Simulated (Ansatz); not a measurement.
# F4Si: the cost of one run

The runs use Ansatz 0.2.0, Gaussian basis; PBE0-D4/def2-TZVP structures, single points in def2-TZVPP, no counterpoise correction.

Levels: SPW92, PBE-D4, BLYP-D4, r2SCAN-D4, B97M-V, PBE0-D4, B3LYP-D4, r2SCAN0-D4, BHLYP-D4, CAM-B3LYP-D4, wB97X-V, wB97M-V, B2PLYP, PBE-QIDH, RPA on PBE, Hartree-Fock, MP2, CCSD, CCSD(T).

Cores are frozen in the correlated methods. B3LYP uses VWN-RPA correlation. B2PLYP carries no dispersion term here.

113 further runs of the same task are left out: 113 set aside as unsound or not needed.

### Step 1. The system as given

The complex: 13 atoms, charge 0, spin multiplicity 1.

Atoms are counted from 1 here; the program's logs count them from 0.

Bond lengths: Si1–O2 1.805 Å, Si1–F4 1.584 Å, Si1–F5 1.584 Å, Si1–F6 1.649 Å, Si1–F8 1.680 Å, O2–Si3 1.733 Å, O2–H9 0.991 Å, Si3–H11 1.471 Å, Si3–H12 1.482 Å, Si3–H13 1.471 Å, H7–F10 0.951 Å. Angles: O2–Si1–F4 119.9°, O2–Si1–F5 119.9°, O2–Si1–F6 81.9°, O2–Si1–F8 84.6°, F4–Si1–F5 120.2°, F4–Si1–F6 94.4°, F4–Si1–F8 92.4°, F5–Si1–F6 94.4°, F5–Si1–F8 92.4°, F6–Si1–F8 166.5°, Si1–O2–Si3 123.0°, Si1–O2–H9 117.8°, Si3–O2–H9 119.2°, O2–Si3–H11 109.5°, O2–Si3–H12 100.0°, O2–Si3–H13 109.5°, H11–Si3–H12 110.7°, H11–Si3–H13 115.4° and more.

Coordinates:

```mol
F5H5OSi2
  3D, bonds by distance, orders not assigned

 13 11  0  0  0  0  0  0  0  0999 V2000
   -0.3189    0.0415    1.4052 Si  0  0
    0.1529    0.0127   -0.3365 O   0  0
   -0.9387   -0.4453   -1.6025 Si  0  0
   -0.9155    1.3645    2.0390 F   0  0
   -0.1177   -1.2497    2.2998 F   0  0
   -1.7607   -0.4608    0.7822 F   0  0
    2.3818    0.7829    0.5577 H   0  0
    1.2620    0.5493    1.6602 F   0  0
    1.0804    0.2733   -0.5686 H   0  0
    2.6047    0.7596   -0.3670 F   0  0
   -1.3290   -1.8527   -1.4287 H   0  0
   -0.0497   -0.2901   -2.7785 H   0  0
   -2.0513    0.5147   -1.6624 H   0  0
  1  2  8  0
  1  4  8  0
  1  5  8  0
  1  6  8  0
  1  8  8  0
  2  3  8  0
  2  9  8  0
  3 11  8  0
  3 12  8  0
  3 13  8  0
  7 10  8  0
M  END
```

Its parts: SiF₄ holds atoms 1, 4, 5, 6, 8; SiH₄O holds atoms 2, 3, 9, 11, 12, 13; HF holds atoms 7, 10. Each part counts its atoms afresh in its own runs.

### Step 2. Relaxing SiF₄ alone

File relax-a/in.yaml:

```yaml
crystal:
  periodic: [false, false, false]
  atoms:
    - {symbol: Si, position_ang: [-0.318921, 0.041541, 1.405177]}
    - {symbol: F, position_ang: [-0.915525, 1.364523, 2.039016]}
    - {symbol: F, position_ang: [-0.117724, -1.249654, 2.299788]}
    - {symbol: F, position_ang: [-1.760746, -0.460786, 0.782220]}
    - {symbol: F, position_ang: [1.262012, 0.549269, 1.660192]}
basis:
  gaussian: {orbitals: def2-TZVP}
hamiltonian: {xc: pbe0, dispersion: d4}
relax: {f_tol: 0.005, max_steps: 200}
```

On the command line:

```console
$ ansatz run in.yaml --threads 4 --pin off --events-out ev --progress --plain --max-ram 46080MiB --backend cuda --devices 0, --max-vram 37GiB
```

**Question.** How long does this run take on 1 × a share of an NVIDIA H100 with 4 threads of AMD EPYC 7R13, shared host?

About 4.9 s.
